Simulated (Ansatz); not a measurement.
# CH3ClFIn (SMILES [CH3][In]([F])[Cl]): wB97M-V/def2-SVP (core potential)

What is the vertical ionisation energy of CH3ClFIn at wB97M-V/def2-SVP (core potential)? 

The calculation is run with Ansatz 0.2.0.

118 further runs of the same task are left out: 1 that didn't finish, 117 set aside as unsound or not needed. Runs told in other sessions of the task aren't counted.

## Step 1: Starting point

CH3ClFIn has 7 atoms, charge 0, and is taken as a singlet. SMILES: `[CH3][In]([F])[Cl]`. The coordinates come from a PBE0-D4/def2-TZVP relaxation.

Bond lengths: C1–In2 2.122 Å, In2–F3 1.947 Å, In2–Cl4 2.316 Å, C1–H5 1.089 Å, C1–H6 1.090 Å, C1–H7 1.088 Å. Angles: C1–In2–F3 121.8°, C1–In2–Cl4 129.4°, F3–In2–Cl4 108.8°, In2–C1–H5 109.1°, In2–C1–H6 108.9°, In2–C1–H7 109.1°, H5–C1–H6 109.2°, H5–C1–H7 110.4°, H6–C1–H7 110.2°.

## Step 2: The energy at wB97M-V/def2-SVP (core potential)

Contents of input.yaml:

```yaml
crystal:
  periodic: [false, false, false]
  atoms:
    - {symbol: C, position_ang: [-0.390800, 0.951400, 0.427300]}
    - {symbol: In, position_ang: [0.391000, -0.846100, -0.384300]}
    - {symbol: F, position_ang: [2.306000, -1.125500, -0.600500]}
    - {symbol: Cl, position_ang: [-0.728400, -2.728700, -1.135500]}
    - {symbol: H, position_ang: [-1.112900, 1.373000, -0.270800]}
    - {symbol: H, position_ang: [-0.891300, 0.725700, 1.368500]}
    - {symbol: H, position_ang: [0.426300, 1.650400, 0.595200]}
basis:
  gaussian:
    orbitals: def2-SVP
magnetization:
  spin_polarized: false
hamiltonian:
  xc: {name: wB97M-V}
accuracy: high
output: {orbitals: {seedname: orbitals}}
```

Command:

```console
$ ansatz run input.yaml --threads 1 --pin off --max-ram 3480MiB --events-out events.jsonl --progress --plain --runs-dir runs
```

Standard output:

```text
Warning: RAYON_NUM_THREADS=1 ignored (pool sized by the plan → 1); use --threads N
Functional definition: wB97M-V
  name "wB97M-V"
  parameter omega = 0.3/bohr
  parameter cx = 0.15
  parameter cx01 = 1.007
  parameter cx10 = 0.259
  parameter css00 = 0.443
  parameter css04 = -1.437
  parameter css10 = -4.535
  parameter css20 = -3.390
  parameter css43 = 4.278
  parameter cos00 = 1.000
  parameter cos10 = 1.358
  parameter cos20 = 2.924
  parameter cos21 = -8.812
  parameter cos60 = -1.390
  parameter cos61 = 9.142
  parameter b = 6.0
  parameter c = 0.01
  gx(w, u) = 1 - cx + cx01*u + cx10*w
  gss(w, u) = css00 + css04*u^4 + css10*w + css20*w^2 + css43*w^4*u^3
  gos(w, u) = cos00 + cos10*w + (cos20 + cos21*u)*w^2 + (cos60 + cos61*u)*w^6
  exchange = spin_sum(e_x_unif_sr(omega)*gx(b97_w, b97_u_x)) + cx*exact_x_sr(omega) + exact_x_lr(omega)
  correlation = spin_sum(e_c_pw_mod_same_spin*gss(b97_w, b97_u_same))
      + integral(e_c_pw_mod_opposite_spin*gos(b97_w_opposite, b97_u_opposite)) + vv10(b, c)
1981 factors; integrals over basis functions are off by at most 3.3e-9 eV
384 factors; integrals over basis functions are off by at most 2.4e-9 eV
mean field evaluation 1: about -21486.4677 eV, gradient 4.6e1 eV
mean field evaluation 2: about -21486.1406 eV, gradient 5.5e1 eV
mean field evaluation 4: about -21490.9694 eV, gradient 1.5e0 eV
mean field evaluation 8: about -21491.0412 eV, gradient 1.3e-1 eV
mean field evaluation 16: about -21491.0413 eV, gradient 3.5e-5 eV
mean field -21491.04131385 eV, -789.7812011332 hartree, gradient 2.4e-8 eV, S^2 0.000000; 0 other end points of the search recorded, 0 dependent functions left out
reference -21491.04131988 eV, -789.7812013547 hartree; 28, 28 occupied and 59, 59 virtual orbitals, 1981 factors
Total energy: -21491.04131988 eV, -789.7812013547 hartree
```

Run time: 78 s. Hardware: 1 thread of Arm Neoverse V2, shared host; peak memory 0.62 GiB.

## Step 3: The doublet cation at the same level

Contents of molecule.yaml:

```yaml
crystal:
  periodic: [false, false, false]
  atoms:
    - {symbol: C, position_ang: [-0.390800, 0.951400, 0.427300]}
    - {symbol: In, position_ang: [0.391000, -0.846100, -0.384300]}
    - {symbol: F, position_ang: [2.306000, -1.125500, -0.600500]}
    - {symbol: Cl, position_ang: [-0.728400, -2.728700, -1.135500]}
    - {symbol: H, position_ang: [-1.112900, 1.373000, -0.270800]}
    - {symbol: H, position_ang: [-0.891300, 0.725700, 1.368500]}
    - {symbol: H, position_ang: [0.426300, 1.650400, 0.595200]}
basis:
  gaussian: {orbitals: def2-SVP}
total_charge: 1
magnetization: {spin_polarized: true, initial_magnetization: 1}
hamiltonian: {xc: {name: wB97M-V}}
accuracy: high
output: {orbitals: {seedname: orbitals}}
```

Command:

```console
$ ansatz run molecule.yaml --threads 1 --pin off --max-ram 3480MiB --events-out events.jsonl --progress --plain --runs-dir runs
```

Standard output (excerpt; [...] marks lines left out):

```text
Warning: RAYON_NUM_THREADS=1 ignored (pool sized by the plan → 1); use --threads N
[... 2 set-up lines as earlier in the session ...]
[...]
  gx(w, u) = 1 - cx + cx01*u + cx10*w
  gss(w, u) = css00 + css04*u^4 + css10*w + css20*w^2 + css43*w^4*u^3
  gos(w, u) = cos00 + cos10*w + (cos20 + cos21*u)*w^2 + (cos60 + cos61*u)*w^6
[...]
      + integral(e_c_pw_mod_opposite_spin*gos(b97_w_opposite, b97_u_opposite)) + vv10(b, c)
1981 factors; integrals over basis functions are off by at most 3.3e-9 eV
383 factors; integrals over basis functions are off by at most 2.8e-9 eV
[...]
mean field -21479.95766285 eV, -789.3738844715 hartree, gradient 9.3e-8 eV, S^2 0.769767; 6 other end points of the search recorded, 0 dependent functions left out
reference -21479.95766852 eV, -789.3738846799 hartree; 28, 27 occupied and 59, 60 virtual orbitals, 1981 factors
Total energy: -21479.95766852 eV, -789.3738846799 hartree
```

It took 4.4 min on 1 thread of Arm Neoverse V2, shared host; peak memory 1.2 GiB.

## Step 4: What came out

Level: wB97M-V/def2-SVP (core potential).

```
                                          quantity          value
                    singlet CH3ClFIn: total energy  -789.78120 Eh
                     singlet CH3ClFIn: HOMO energy      -10.78 eV
                     singlet CH3ClFIn: LUMO energy        0.41 eV
                   singlet CH3ClFIn: HOMO–LUMO gap       11.19 eV
                      doublet cation: total energy  -789.37388 Eh
doublet cation: HOMO energy (highest over α and β)      -16.74 eV
 doublet cation: LUMO energy (lowest over α and β)      -11.36 eV
                              doublet cation: ⟨S²⟩          0.770
vertical ionisation energy (to the doublet cation)      11.084 eV
```

The vertical ionisation energy comes to 11.08 eV (1069 kJ/mol). −ε(HOMO) before ionisation, 10.78 eV, is 0.31 eV below this ionisation energy.
